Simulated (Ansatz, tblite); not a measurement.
# BiMe2(OEt) (C4H11BiO): a ladder of methods and basis sets

Aim: run the singlet of BiMe2(OEt) (C4H11BiO) at one geometry on many levels, and compare frontier levels, spin and run time.

Method: as each input shows; program: Ansatz 0.2.0, Gaussian basis.

The runs, in order: GFN1-xTB, GFN2-xTB, PBE-D4/def2-TZVP, r2SCAN-D4/def2-TZVP, LC-ωPBE/def2-TZVP, CAM-B3LYP-D4/def2-TZVP, B3LYP-D4/def2-TZVP, PBE-D4/def2-SVP, PBE0-D4/def2-SVP, CCSD(T)/def2-SVP, MP2/def2-TZVP.

2 further runs of the same task are left out: 2 set aside as unsound or not needed.

### Step 1. The relaxed structure

The singlet was relaxed beforehand with PBE-D4/def2-SVP.

17 atoms, charge 0, spin multiplicity 1.

Bond lengths: Bi1–C2 2.289 Å, Bi1–C3 2.290 Å, Bi1–O6 2.154 Å, C2–H7 1.107 Å, C2–H8 1.107 Å, C2–H9 1.106 Å, C3–H10 1.106 Å, C3–H11 1.107 Å, C3–H12 1.107 Å, C4–C5 1.525 Å, C4–O6 1.410 Å, C4–H13 1.122 Å, C4–H14 1.122 Å, C5–H15 1.110 Å, C5–H16 1.109 Å, C5–H17 1.109 Å. Angles: C2–Bi1–C3 92.0°, C2–Bi1–O6 90.0°, C3–Bi1–O6 90.3°, Bi1–C2–H7 110.6°, Bi1–C2–H8 104.3°, Bi1–C2–H9 110.7°, H7–C2–H8 110.6°, H7–C2–H9 110.4°, H8–C2–H9 110.1°, Bi1–C3–H10 110.6°, Bi1–C3–H11 104.7°, Bi1–C3–H12 110.5°, H10–C3–H11 110.1°, H10–C3–H12 110.3°, H11–C3–H12 110.6°, C5–C4–O6 108.2°, C5–C4–H13 108.9°, C5–C4–H14 108.9° and more.

As a file:

```
Bi    0.6696    1.1388    1.1044
C     2.4746    0.9963   -0.2964
C    -0.3877    2.6277   -0.2776
C    -0.8845   -1.5190    0.8254
C    -1.4595   -2.5483   -0.1414
O    -0.2630   -0.5038    0.0693
H     2.7780    2.0021   -0.6449
H     2.1151    0.3816   -1.1439
H     3.3206    0.4919    0.2072
H    -1.2705    3.0653    0.2254
H    -0.7073    2.0235   -1.1482
H     0.3105    3.4267   -0.5926
H    -0.1715   -2.0338    1.5224
H    -1.7126   -1.1273    1.4735
H    -1.9616   -3.3741    0.4040
H    -2.1971   -2.0700   -0.8171
H    -0.6529   -2.9775   -0.7694
```

Bi takes a core potential in the def2 sets. No spin-orbit coupling is included.

PBE0-D4/def2-TZVP was run before; its log isn't repeated, and its numbers join the tables.

### Step 2. GFN1-xTB

Tight binding, by tblite at 300 K electronic temperature and without a spin-polarisation term:

```python
tblite.interface.Calculator('GFN1-xTB', numbers, positions, charge=0, uhf=0).singlepoint()
```

Energy -579.5621 eV, HOMO -10.81 eV, LUMO -4.64 eV; 0.012 s.

### Step 3. GFN2-xTB

Tight binding, by tblite at 300 K electronic temperature and without a spin-polarisation term:

```python
tblite.interface.Calculator('GFN2-xTB', numbers, positions, charge=0, uhf=0).singlepoint()
```

Energy -559.9772 eV, HOMO -10.19 eV, LUMO -4.68 eV; 0.008 s.

### Step 4. PBE-D4/def2-TZVP

start.molden holds the orbitals of an earlier run on this state, given as this run's starting guess.

Contents of in.yaml:

```yaml
crystal:
  periodic: [false, false, false]
  atoms:
    - {symbol: Bi, position_ang: [0.669573, 1.138798, 1.104396]}
    - {symbol: C, position_ang: [2.474570, 0.996341, -0.296402]}
    - {symbol: C, position_ang: [-0.387657, 2.627652, -0.277557]}
    - {symbol: C, position_ang: [-0.884535, -1.519029, 0.825371]}
    - {symbol: C, position_ang: [-1.459547, -2.548284, -0.141379]}
    - {symbol: O, position_ang: [-0.263046, -0.503849, 0.069289]}
    - {symbol: H, position_ang: [2.777973, 2.002081, -0.644934]}
    - {symbol: H, position_ang: [2.115102, 0.381552, -1.143906]}
    - {symbol: H, position_ang: [3.320632, 0.491895, 0.207218]}
    - {symbol: H, position_ang: [-1.270548, 3.065313, 0.225380]}
    - {symbol: H, position_ang: [-0.707295, 2.023452, -1.148250]}
    - {symbol: H, position_ang: [0.310520, 3.426749, -0.592648]}
    - {symbol: H, position_ang: [-0.171540, -2.033802, 1.522446]}
    - {symbol: H, position_ang: [-1.712609, -1.127324, 1.473540]}
    - {symbol: H, position_ang: [-1.961619, -3.374063, 0.404007]}
    - {symbol: H, position_ang: [-2.197116, -2.070032, -0.817137]}
    - {symbol: H, position_ang: [-0.652850, -2.977460, -0.769422]}
basis:
  gaussian: {orbitals: def2-TZVP, initial_orbitals: start.molden}
hamiltonian: {xc: pbe, dispersion: d4}
scf: {omitted_lower_state_checks: [starts]}
output: {forces: true, orbitals: {seedname: orbitals}}
```

Run with:

```bash
$ ansatz run in.yaml --threads 4 --pin off --events-out ev --progress --plain --max-ram 4787MiB
```

Further steps of the session: r2SCAN-D4/def2-TZVP; LC-ωPBE/def2-TZVP; CAM-B3LYP-D4/def2-TZVP; B3LYP-D4/def2-TZVP; PBE-D4/def2-SVP; PBE0-D4/def2-SVP; CCSD(T)/def2-SVP; MP2/def2-TZVP.

**Question.** What will the summary of the whole plan be? Wanted: gap in def2-TZVP, named functionals, smallest and largest; correlation energy, CCSD(T)/def2-SVP; correlation energy, MP2/def2-TZVP; binding an atom, CCSD(T)/def2-SVP; PBE0 total energy, smallest basis above largest.

**Answer**, as computed:

| quantity | value |
| --- | --- |
| gap in def2-TZVP, named functionals, smallest and largest | 3.69 eV (PBE-D4), 10.39 eV (LC-ωPBE) |
| correlation energy, CCSD(T)/def2-SVP | -27.16 eV |
| correlation energy, MP2/def2-TZVP | -37.36 eV |
| binding an atom, CCSD(T)/def2-SVP | 3.554 eV |
| PBE0 total energy, smallest basis above largest | 7.53 eV (def2-SVP, def2-TZVP) |

In words: Orbital gaps of the named functionals in def2-TZVP span 3.69 eV (PBE-D4) to 10.39 eV (LC-ωPBE); exact exchange widens it. The functionals in def2-TZVP miss CCSD(T)/def2-SVP by +0.160 (LC-ωPBE) to +0.286 eV (PBE-D4) an atom. The yardstick is in a double-zeta basis, so levels in larger sets aren't compared like for like. CCSD(T)/def2-SVP isn't at the basis-set limit; small misses against it rank nothing.
